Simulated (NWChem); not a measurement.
# TPSSh/def2-TZVP run of BH3O3 (boric acid)

What is the electronic atomisation energy of BH3O3 (boric acid) at TPSSh/def2-TZVP? 

The calculation is run with NWChem 7.3.0.

### Step 1. Starting point

BH3O3: 7 atoms, total charge 0, spin state singlet. SMILES: `OB(O)O`. Geometry: relaxed at PBE0-D4/def2-TZVP. This is a higher conformer, about 20 kJ/mol above the lowest found by a separate search.

Bond lengths: O1–B2 1.367 Å, B2–O3 1.360 Å, B2–O4 1.376 Å, O1–H5 0.957 Å, O3–H6 0.959 Å, O4–H7 0.957 Å. Angles: O1–B2–O3 116.5°, O1–B2–O4 125.2°, O3–B2–O4 118.3°, B2–O1–H5 115.3°, B2–O3–H6 111.6°, B2–O4–H7 115.8°.

### Step 2. The energy at TPSSh/def2-TZVP (run 1)

File m1.nw:

```
start m1
title "BH3O3"
memory 2200 mb
charge 0

geometry noautosym nocenter noautoz
   O    -1.109700    0.802600    0.321900
   B    -0.012200   -0.006800    0.228700
   O     0.501200   -0.469300    1.400100
   O     0.600700   -0.381300   -0.945400
   H    -1.457400    1.118600   -0.511500
   H     1.266800   -1.028200    1.254500
   H     0.210500   -0.035700   -1.748300
end

basis spherical bse
   * library def2-TZVP
end

dft
   xc xctpssh
   mult 1
   grid xfine
   convergence energy 1e-08
   maxiter 100
   mulliken
   noprint "final vectors analysis"
end

task dft energy
```

On the command line:

```console
$ nwchem m1.nw > m1.out
```

What it wrote:

```text
[...]
          Wavefunction type:  closed shell.
          No. of atoms     :     7
          No. of electrons :    32
[...]
          Charge           :     0
          Spin multiplicity:     1
[...]
          AO basis - number of functions:   142
[...]
              XC Information
              --------------
                  TPSS hybrid Method XC Functional
                     Hartree-Fock (Exact) Exchange  0.100
                  TPSS metaGGA Exchange Functional  0.900
             TPSS03 metaGGA Correlation Functional  1.000
[...]
 d= 0,ls=0.0,diis     1   -252.4780459357 -3.69D+02  6.96D-03  1.05D+00     7.4
[...]
 d= 0,ls=0.0,diis    10   -252.5913438408 -4.67D-10  7.54D-08  5.25D-10    72.2
         Total DFT energy =     -252.591343840766
      One electron energy =     -577.140607896037
           Coulomb energy =      239.437669564820
    Exchange-Corr. energy =      -31.118048402828
 Nuclear repulsion energy =      116.229642893280
[...]
      Total Density - Mulliken Population Analysis
     ---------------------------------------------
    Atom       Charge   Shell Charges
 -----------   ------   -------------------------------------------------------
    1 O    8     8.43   0.79  1.18  0.59  0.90  0.29  1.92  1.91  0.83  0.00  0.02  0.00
    2 B    5     4.63   0.91  1.06  0.48  0.19  0.01  1.02  0.41  0.10  0.14  0.26  0.06
    3 O    8     8.43   0.79  1.18  0.59  0.90  0.29  1.92  1.91  0.82  0.00  0.02  0.00
    4 O    8     8.45   0.79  1.18  0.59  0.90  0.29  1.92  1.91  0.85  0.00  0.02  0.00
    5 H    1     0.69   0.26  0.34  0.04  0.05
    6 H    1     0.67   0.26  0.33  0.04  0.05
    7 H    1     0.69   0.26  0.34  0.04  0.05
[...]
```

It took 73 s on 1 thread of INTEL XEON PLATINUM 8581C at 2.10GHz (Emerald Rapids), shared host; peak memory 0.14 GiB.

### Step 3. The B atom, same level (run 2)

File test.nw:

```
echo
start test
memory 2200 mb
charge 0
geometry noautosym nocenter noautoz
  B     0.000000    0.000000    0.000000
end
basis spherical bse
  B library def2-TZVP
end
dft
  xc xctpssh
  mult 2
  grid xfine
  convergence energy 1e-08
  maxiter 100
  mulliken
  print low
end
task dft energy
```

Run the same way, it converges to -24.66556 Eh (log not shown).

### Step 4. The H atom, same level (run 3)

File calc.nw:

```
start calc
memory 2200 mb
charge 0
geometry noautosym nocenter noautoz
   H        0.000000       0.000000       0.000000
end
basis spherical bse
   * library def2-TZVP
end
dft
   xc xctpssh
   mult 2
   grid xfine
   convergence energy 1e-08
   maxiter 100
   mulliken
   print low
end
task dft energy
```

On the command line:

```console
$ nwchem calc.nw > calc.out
```

What it wrote:

```text
[...]
 d= 0,ls=0.0,diis     1     -0.4997855128 -5.00D-01  3.17D-03  2.48D-04     0.1
[...]
 d= 0,ls=0.0,diis     4     -0.4998530120 -3.47D-11  6.69D-09  1.29D-15     0.2
[...]
         Total DFT energy =       -0.499853012027
      One electron energy =       -0.499737976114
           Coulomb energy =        0.311707312895
    Exchange-Corr. energy =       -0.311822348807
 Nuclear repulsion energy =        0.000000000000
[...]
      Total Density - Mulliken Population Analysis
     ---------------------------------------------
    Atom       Charge   Shell Charges
 -----------   ------   -------------------------------------------------------
    1 H    1     1.00   0.18  0.47  0.35  0.00
     --------------------------------------------
      Spin Density - Mulliken Population Analysis
     --------------------------------------------
    Atom       Charge   Shell Charges
 -----------   ------   -------------------------------------------------------
    1 H    1     1.00   0.18  0.47  0.35  0.00
[...]
      <S2> =      0.7500 (Exact =     0.7500)
[...]
```

Wall time 0.69 s (1 thread of INTEL XEON PLATINUM 8581C at 2.10GHz (Emerald Rapids), shared host); peak memory 0.1 GiB.

### Step 5. The O atom, same level (run 4)

File o.nw:

```
start o
title "O TPSSh"
memory 2200 mb

geometry units angstrom noautosym nocenter noautoz
  O     0.000000    0.000000    0.000000
end

basis "ao basis" spherical bse
  * library def2-TZVP
end

dft
  xc xctpssh
  mult 3
  grid xfine
  convergence energy 1e-08
  iterations 100
  mulliken
  print low
end

task dft
```

On the command line:

```console
$ nwchem o.nw > o.out
```

What it wrote:

```text
[...]
 d= 0,ls=0.0,diis     1    -75.0719259069 -7.51D+01  6.97D-03  1.27D-01     0.3
[...]
 d= 0,ls=0.0,diis     7    -75.0993429357 -6.09D-10  9.98D-08  8.55D-11     1.7
[...]
         Total DFT energy =      -75.099342935681
      One electron energy =     -103.246330464178
           Coulomb energy =       36.634245499105
    Exchange-Corr. energy =       -8.487257970609
 Nuclear repulsion energy =        0.000000000000
[...]
      Total Density - Mulliken Population Analysis
     ---------------------------------------------
    Atom       Charge   Shell Charges
 -----------   ------   -------------------------------------------------------
    1 O    8     8.00   0.80  1.18  0.65  1.01  0.37  1.71  1.57  0.72  0.00  0.00  0.00
     --------------------------------------------
      Spin Density - Mulliken Population Analysis
     --------------------------------------------
    Atom       Charge   Shell Charges
 -----------   ------   -------------------------------------------------------
    1 O    8     2.00  -0.00 -0.00  0.03  0.01 -0.05  0.91  0.80  0.29  0.00  0.00  0.00
[...]
      <S2> =      2.0035 (Exact =     2.0000)
[...]
```

It took 2.2 s on 1 thread of INTEL XEON PLATINUM 8581C at 2.10GHz (Emerald Rapids), shared host; peak memory 0.11 GiB.

### Step 6. Overview of the runs

```csv
run,level,partner,energy (Eh),wall time
1,TPSSh/def2-TZVP,base,-252.591344,73 s
2,UTPSSh/def2-TZVP,atoms,-24.665558,2.1 s
3,UTPSSh/def2-TZVP,atoms,-0.499853,0.69 s
4,UTPSSh/def2-TZVP,atoms,-75.099343,2.2 s
```

### Step 7. Outcome

Level: TPSSh/def2-TZVP.

```
                     quantity         value
         O atom: total energy  -75.09934 Eh
                 O atom: ⟨S²⟩         2.003
electronic atomisation energy     30.700 eV
```

**Reading.** Taking the molecule apart into free atoms costs 30.70 eV (708 kcal/mol), before zero-point energy and without spin-orbit coupling. All runs together took 78 s, the longest 73 s.
